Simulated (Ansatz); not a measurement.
**GeHMe2Cl (C₂H₇ClGe): the relaxed shape and its frontier levels**

Aim: characterise GeHMe2Cl (C₂H₇ClGe) as a singlet: its structure, frontier levels and distribution of charge.

Method: RKS PBE0-D4/def2-TZVP; program: Ansatz 0.2.0, Gaussian basis.

The runs, in order: relaxation at PBE0-D4/def2-SVP; a search for the lowest solution at PBE0-D4/def2-SVP; a single point at PBE0-D4/def2-TZVP.

### 1 The system as given

11 atoms, charge 0, spin multiplicity 1.

Atoms are counted from 1 here; the program's logs count them from 0.

Bond lengths: Ge1–H2 1.524 Å, Ge1–C3 1.982 Å, Ge1–C7 1.982 Å, Ge1–Cl11 2.118 Å, C3–H4 1.087 Å, C3–H5 1.086 Å, C3–H6 1.085 Å, C7–H8 1.086 Å, C7–H9 1.087 Å, C7–H10 1.085 Å. Angles: H2–Ge1–C3 110.9°, H2–Ge1–C7 111.0°, H2–Ge1–Cl11 105.7°, C3–Ge1–C7 113.5°, C3–Ge1–Cl11 107.6°, C7–Ge1–Cl11 107.6°, Ge1–C3–H4 109.7°, Ge1–C3–H5 110.7°, Ge1–C3–H6 111.0°, H4–C3–H5 108.2°, H4–C3–H6 108.5°, H5–C3–H6 108.5°, Ge1–C7–H8 110.8°, Ge1–C7–H9 109.7°, Ge1–C7–H10 111.1°, H8–C7–H9 108.2°, H8–C7–H10 108.5°, H9–C7–H10 108.5°.

Coordinates:

```xyz
11

Ge   -0.26840   -0.45458    0.47537
H    -0.31738   -0.53428    1.99661
C     1.60001   -0.55026   -0.17910
H     1.61193   -0.49907   -1.26491
H     2.06585   -1.48422    0.12229
H     2.19131    0.27147    0.21112
C    -1.25689    1.13119   -0.18491
H    -2.28568    1.11630    0.16406
H    -1.26766    1.13071   -1.27225
H    -0.79134    2.05084    0.15420
Cl   -1.28176   -2.17810   -0.22246
```

The start is a GFN2-xTB geometry.

### 2 Optimising with PBE0-D4/def2-SVP

The input, in.yaml:

```yaml
crystal:
  periodic: [false, false, false]
  atoms:
    - {symbol: Ge, position_ang: [-0.268400, -0.454580, 0.475370]}
    - {symbol: H, position_ang: [-0.317380, -0.534280, 1.996610]}
    - {symbol: C, position_ang: [1.600010, -0.550260, -0.179100]}
    - {symbol: H, position_ang: [1.611930, -0.499070, -1.264910]}
    - {symbol: H, position_ang: [2.065850, -1.484220, 0.122290]}
    - {symbol: H, position_ang: [2.191310, 0.271470, 0.211120]}
    - {symbol: C, position_ang: [-1.256890, 1.131190, -0.184910]}
    - {symbol: H, position_ang: [-2.285680, 1.116300, 0.164060]}
    - {symbol: H, position_ang: [-1.267660, 1.130710, -1.272250]}
    - {symbol: H, position_ang: [-0.791340, 2.050840, 0.154200]}
    - {symbol: Cl, position_ang: [-1.281760, -2.178100, -0.222460]}
basis:
  gaussian: {orbitals: def2-SVP}
hamiltonian: {xc: pbe0, dispersion: d4}
scf: {lower_state_search: "off"}
output: {orbitals: {seedname: orbitals}}
relax: {f_tol: 0.02, max_steps: 100}
```

On the command line:

```
ansatz run in.yaml --threads 2 --pin off --events-out ev --progress --plain --max-ram 4352MiB
```

After this run come: Searching for the lowest solution, PBE0-D4/def2-SVP; Single point, PBE0-D4/def2-TZVP.

**Question.** What will the summary of the whole plan be? Wanted: point group; commonest bond, hydrogen aside; HOMO, LUMO at PBE0-D4/def2-TZVP; dipole at PBE0-D4/def2-SVP.

The runs gave:

```
                       quantity                           value
                    point group                              Cs
 commonest bond, hydrogen aside  C–Ge, 2 of mean length 1.942 Å
HOMO, LUMO at PBE0-D4/def2-TZVP                  -8.28, 0.52 eV
     dipole at PBE0-D4/def2-SVP                          2.65 D
```

The molecule keeps its bonding pattern by the stored test; the atoms moved 0.04 Å (rms). No usable vibrations, so a minimum isn't proven. The HOMO lies nearest to Cl11 58 %; C3, C7 about 11 % each and the LUMO to Ge1 33 %; Cl11 28 %. The point group is read from a loosely relaxed geometry; soft torsions can leave it below the true symmetry.
